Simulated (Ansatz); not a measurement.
**CH2BNSe: small, medium and large basis sets**

An exercise on one series of results from a longer session: the logs are not shown, and one member is left open.

The runs use Ansatz 0.2.0, Gaussian basis; one geometry, several basis sets.

The runs, in order: PBE0-D4/def2-SVP; ωB97M-V/def2-SVP; PBE0-D4/def2-QZVPP; ωB97M-V/def2-QZVPP; the functionals' def2-TZVPP values are taken from earlier runs.

## The relaxed structure

An earlier PBE0-D4 in a triple-zeta def2 set relaxation fixed the geometry.

SMILES `B1N=C[Se]1`, 6 atoms, charge 0, spin multiplicity 1.

Atoms are counted from 1 here; the program's logs count them from 0.

Bond lengths: B1–N2 1.450 Å, B1–Se4 1.998 Å, B1–H5 1.188 Å, N2–C3 1.282 Å, C3–Se4 1.949 Å, C3–H6 1.094 Å. Angles: N2–B1–Se4 101.8°, N2–B1–H5 127.9°, Se4–B1–H5 127.5°, B1–N2–C3 84.5°, N2–C3–Se4 111.5°, N2–C3–H6 126.7°, Se4–C3–H6 121.4°, B1–Se4–C3 55.6°.

The first run:

File in.yaml:

```yaml
crystal:
  periodic: [false, false, false]
  atoms:
    - {symbol: B, position_ang: [-0.467034, 0.703614, -0.422565]}
    - {symbol: N, position_ang: [0.687661, 0.740930, 0.453123]}
    - {symbol: C, position_ang: [0.510862, -0.526537, 0.536611]}
    - {symbol: Se, position_ang: [-1.324644, -1.021606, 0.107990]}
    - {symbol: H, position_ang: [-0.647570, 1.323874, -1.419911]}
    - {symbol: H, position_ang: [1.282825, -1.284373, 0.698552]}
basis:
  gaussian: {orbitals: def2-SVP}
hamiltonian: {xc: pbe0, dispersion: d4}
output: {orbitals: {seedname: orbitals}}
```

Run with:

```bash
> ansatz run in.yaml --threads 2 --pin off --events-out ev --progress --plain --max-ram 4352MiB
```

Among the steps run: PBE0-D4 in def2-SVP; ωB97M-V in def2-SVP; PBE0-D4 in def2-QZVPP; ωB97M-V in def2-QZVPP.

One table of the session follows, with a row left open; its other results are not shown here.

```
functional       basis  HOMO (eV)  LUMO (eV)
   PBE0-D4    def2-SVP      -6.87      -1.83
   PBE0-D4  def2-TZVPP      -6.97      -1.90
   PBE0-D4  def2-QZVPP          ?          ?
   ωB97M-V    def2-SVP      -8.96       0.38
   ωB97M-V  def2-TZVPP      -9.08       0.23
   ωB97M-V  def2-QZVPP      -9.10       0.17
```

Estimate the missing values for PBE0-D4, def2-QZVPP.

**Answer.** HOMO (eV): -6.99; LUMO (eV): -1.92. In the column «HOMO (eV)» it lies between ωB97M-V, def2-SVP (-8.96) and PBE0-D4, def2-TZVPP (-6.97).
